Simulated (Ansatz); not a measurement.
# C2H3AlOS: one species, many methods

One table from this session's results is given with a row withheld; the runs are named, their logs left out.

The runs use Ansatz 0.2.0, Gaussian basis; functionals in def2-TZVPP, the program's frozen cores in correlated methods.

Levels to be run: LDA (SPW92), PBE-D4, revPBE-D4, BLYP-D4, r2SCAN-D4, B97M-V, PBE0-D4, B3LYP-D4, r2SCANh-D4, r2SCAN0-D4, HSE06-D4, BHLYP-D4, CAM-B3LYP-D4, LC-ωPBE, ωB97X-V, ωB97M-V, B2PLYP, PBE-QIDH; CCSD(T)/def2-SVP; CCSD(T)/def2-TZVPP; MP2/def2-QZVPP; extrapolation to the limit; RPA on PBE.

## Structure used throughout

The geometry comes from an earlier relaxation with PBE0-D4 in a triple-zeta def2 set; it is a stationary point, not always the lowest conformer.

8 atoms, charge 0, spin multiplicity 1.

Atoms are counted from 1 here; the program's logs count them from 0.

Bond lengths: C1–Al2 1.933 Å, C1–H6 1.094 Å, C1–H7 1.092 Å, C1–H8 1.094 Å, Al2–S3 2.039 Å, Al2–C4 2.079 Å, C4–O5 1.128 Å. Angles: Al2–C1–H6 111.0°, Al2–C1–H7 110.9°, Al2–C1–H8 111.0°, H6–C1–H7 108.1°, H6–C1–H8 107.6°, H7–C1–H8 108.1°, C1–Al2–S3 159.3°, C1–Al2–C4 114.9°, S3–Al2–C4 85.8°, Al2–C4–O5 165.9°.

The first run:

Contents of in.yaml:

```yaml
crystal:
  periodic: [false, false, false]
  atoms:
    - {symbol: C, position_ang: [-1.310774, -0.376143, 0.463379]}
    - {symbol: Al, position_ang: [0.613997, -0.341385, 0.291941]}
    - {symbol: S, position_ang: [2.569033, -0.810897, 0.633331]}
    - {symbol: C, position_ang: [1.341283, 0.994785, -1.124349]}
    - {symbol: O, position_ang: [1.980744, 1.622233, -1.810209]}
    - {symbol: H, position_ang: [-1.783397, -0.661090, -0.480677]}
    - {symbol: H, position_ang: [-1.621173, -1.092371, 1.227432]}
    - {symbol: H, position_ang: [-1.697512, 0.607667, 0.743253]}
basis:
  gaussian: {orbitals: def2-TZVPP}
hamiltonian: {xc: lda}
output: {orbitals: {seedname: orbitals}}
```

Launch:

```sh
$ ansatz run in.yaml --threads 2 --pin off --events-out ev --progress --plain --max-ram 4352MiB
```

Steps of the session up to this table: LDA; PBE-D4 (GGA); revPBE-D4 (GGA); BLYP-D4 (GGA); r2SCAN-D4 (meta-GGA); B97M-V (meta-GGA); PBE0-D4 (hybrid); B3LYP-D4 (hybrid); r2SCANh-D4 (hybrid); r2SCAN0-D4 (hybrid); HSE06-D4 (hybrid); BHLYP-D4 (hybrid); CAM-B3LYP-D4 (range-separated); LC-ωPBE (range-separated); ωB97X-V (range-separated); ωB97M-V (range-separated); B2PLYP (double hybrid); PBE-QIDH (double hybrid).

One table of the session follows, with a row left open; its other results are not shown here.

It belongs to the step «Orbital energies across the functionals». 

```
  functional  HOMO (eV)  LUMO (eV)  gap (eV)
 LDA (SPW92)      -5.70      -3.57      2.13
      PBE-D4      -5.53      -3.34      2.19
   revPBE-D4      -5.46      -3.25      2.21
     BLYP-D4      -5.34      -3.20      2.14
   r2SCAN-D4      -5.74      -3.25      2.49
      B97M-V      -5.71      -3.17      2.54
     PBE0-D4      -6.51      -2.50      4.00
    B3LYP-D4          ?          ?         ?
  r2SCANh-D4      -6.10      -2.93      3.17
  r2SCAN0-D4      -6.66      -2.44      4.21
    HSE06-D4      -6.12      -2.88      3.24
    BHLYP-D4      -7.34      -1.55      5.79
CAM-B3LYP-D4      -7.64      -1.44      6.19
     LC-ωPBE      -8.88      -0.35      8.53
     ωB97X-V      -8.57      -0.41      8.17
     ωB97M-V      -8.45      -0.48      7.96
```

Estimate the missing values for B3LYP-D4.

Worked estimate for «HOMO (eV)». Against the share of exact exchange, BLYP-D4 (0, -5.34), BHLYP-D4 (0.5, -7.34) give a slope of -4.00 per unit share; at 0.2 the line stands at -6.14.

The run gave: HOMO (eV): -6.28; LUMO (eV): -2.71; gap (eV): 3.57. In «HOMO (eV)» the line misses by +0.14.
